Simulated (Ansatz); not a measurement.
# CHClF2 (difluorochloromethane): CAM-B3LYP/6-311+G(d,p)

Aim: the electronic atomisation energy of CHClF2 (difluorochloromethane) at CAM-B3LYP/6-311+G**, from 5 runs. 

The results are computed with Ansatz 0.2.0.

69 further runs of the same task are left out: 69 set aside as unsound or not needed.

**1. The molecule**

The species is CHClF2 (5 atoms), meant as a singlet with charge 0. SMILES: `FC(F)Cl`. The coordinates come from a PBE0-D4/def2-TZVP relaxation.

Bond lengths: F1–C2 1.334 Å, C2–F3 1.334 Å, C2–Cl4 1.763 Å, C2–H5 1.090 Å. Angles: F1–C2–F3 108.3°, F1–C2–Cl4 109.7°, F3–C2–Cl4 109.7°, F1–C2–H5 110.0°, F3–C2–H5 110.0°, Cl4–C2–H5 109.0°.

**2. The energy at CAM-B3LYP/6-311+G(d,p)**

Input file run.yaml:

```yaml
crystal:
  periodic: [false, false, false]
  atoms:
    - symbol: F
      position_ang: [0.038900, -0.568100, 1.222300]
    - symbol: C
      position_ang: [0.109400, 0.023600, 0.028300]
    - symbol: F
      position_ang: [0.844200, -0.745900, -0.776900]
    - symbol: Cl
      position_ang: [-1.511000, 0.208900, -0.640800]
    - symbol: H
      position_ang: [0.568600, 1.007800, 0.125800]
basis:
  gaussian:
    orbitals: 6-311+G_st__st_-spherical.json
output: {orbitals: {seedname: orbitals}}
accuracy: high
hamiltonian:
  xc: {name: CAM-B3LYP}
```

The basis set 6-311+G** is read from a file made from the Basis Set Exchange's data (not shown).

On the command line:

```sh
$ ansatz run run.yaml --threads 1 --pin off --max-ram 3480MiB --events-out events.jsonl --progress --plain --runs-dir runs
```

What it wrote:

```text
Warning: RAYON_NUM_THREADS=1 ignored (pool sized by the plan → 1); use --threads N
Functional definition: CAM-B3LYP
  name "CAM-B3LYP"
  parameter alpha = 0.19
  parameter beta = 0.46
  parameter omega = 0.33/bohr
  parameter ac = 0.81
  exchange = (1 - alpha - beta)*b88_x + beta*b88_x_sr(omega) + alpha*exact_x + beta*exact_x_lr(omega)
  correlation = (1 - ac)*vwn5_c + ac*lyp_c
1863 factors; integrals over basis functions are off by at most 4.5e-9 eV
386 factors; integrals over basis functions are off by at most 2.4e-9 eV
mean field evaluation 1: about -19008.8283 eV, gradient 3.5e1 eV
mean field evaluation 2: about -19008.1419 eV, gradient 4.3e1 eV
mean field evaluation 4: about -19010.4468 eV, gradient 6.9e-1 eV
mean field evaluation 8: about -19010.5686 eV, gradient 1.3e-1 eV
mean field evaluation 16: about -19010.5686 eV, gradient 1.1e-5 eV
mean field -19010.56862923 eV, -698.6255112980 hartree, gradient 2.5e-8 eV, S^2 0.000000; 0 other end points of the search recorded, 0 dependent functions left out
reference -19010.56864912 eV, -698.6255120291 hartree; 21, 21 occupied and 81, 81 virtual orbitals, 1863 factors
Total energy: -19010.56864912 eV, -698.6255120291 hartree
```

Wall time 7.8 s (1 thread of Arm Neoverse V1, shared host); peak memory 0.34 GiB.

**3. The C atom**

Input file molecule.yaml:

```yaml
basis:
  gaussian:
    orbitals: 6-311+G_st__st_.json
crystal:
  periodic: [false, false, false]
  atoms:
    - {symbol: C, position_ang: [0.000000, 0.000000, 0.000000]}
magnetization:
  spin_polarized: true
  initial_magnetization: 2
hamiltonian:
  xc: {name: CAM-B3LYP}
accuracy: high
```

The basis set 6-311+G** is read from a file made from the Basis Set Exchange's data (not shown).

Run the same way, it converges to -37.83482 Eh (log not shown).

**4. The Cl atom at the same level**

Input file in.yaml:

```yaml
crystal:
  periodic: [false, false, false]
  atoms:
    - {symbol: Cl, position_ang: [0.000000, 0.000000, 0.000000]}
basis:
  gaussian:
    orbitals: 6-311+G_st__st_-spherical.json
hamiltonian:
  xc: {name: CAM-B3LYP}
magnetization:
  spin_polarized: true
  initial_magnetization: 1
accuracy: high
```

The basis set 6-311+G** is read from a file made from the Basis Set Exchange's data (not shown).

Run the same way, it converges to -460.16624 Eh (log not shown).

**5. The F atom, same level**

Input file in.yaml:

```yaml
crystal:
  periodic: [false, false, false]
  atoms:
    - {symbol: F, position_ang: [0.000000, 0.000000, 0.000000]}
basis:
  gaussian: {orbitals: 6-311+G_st__st_.json}
accuracy: high
magnetization: {spin_polarized: true, initial_magnetization: 1}
hamiltonian: {xc: {name: CAM-B3LYP}}
```

The basis set 6-311+G** is read from a file made from the Basis Set Exchange's data (not shown).

Run the same way, it converges to -99.73743 Eh (log not shown).

**6. The H atom, same level**

Input file run.yaml:

```yaml
crystal:
  periodic: [false, false, false]
  atoms:
    - {symbol: H, position_ang: [0.000000, 0.000000, 0.000000]}
basis:
  gaussian:
    orbitals: 6-311+G_st__st_.json
accuracy: high
magnetization:
  spin_polarized: true
  initial_magnetization: 1
hamiltonian:
  xc: {name: CAM-B3LYP}
```

The basis set 6-311+G** is read from a file made from the Basis Set Exchange's data (not shown).

Run the same way, it converges to -0.49881 Eh (log not shown).

**7. What came out**

At CAM-B3LYP/6-311+G**:

| quantity | value |
| --- | --- |
| molecule: total energy | -698.62551 Eh |
| molecule: HOMO energy | -11.18 eV |
| molecule: LUMO energy | 0.77 eV |
| molecule: HOMO–LUMO gap | 11.95 eV |
| C atom: total energy | -37.83482 Eh |
| C atom: ⟨S²⟩ | 2.003 |
| Cl atom: total energy | -460.16624 Eh |
| Cl atom: ⟨S²⟩ | 0.752 |
| F atom: total energy | -99.73743 Eh |
| F atom: ⟨S²⟩ | 0.751 |
| H atom: total energy | -0.49881 Eh |
| H atom: ⟨S²⟩ | 0.750 |
| electronic atomisation energy | 17.709 eV |

Taking the molecule apart into free atoms costs 17.71 eV (1709 kJ/mol), before zero-point energy and without spin-orbit coupling.
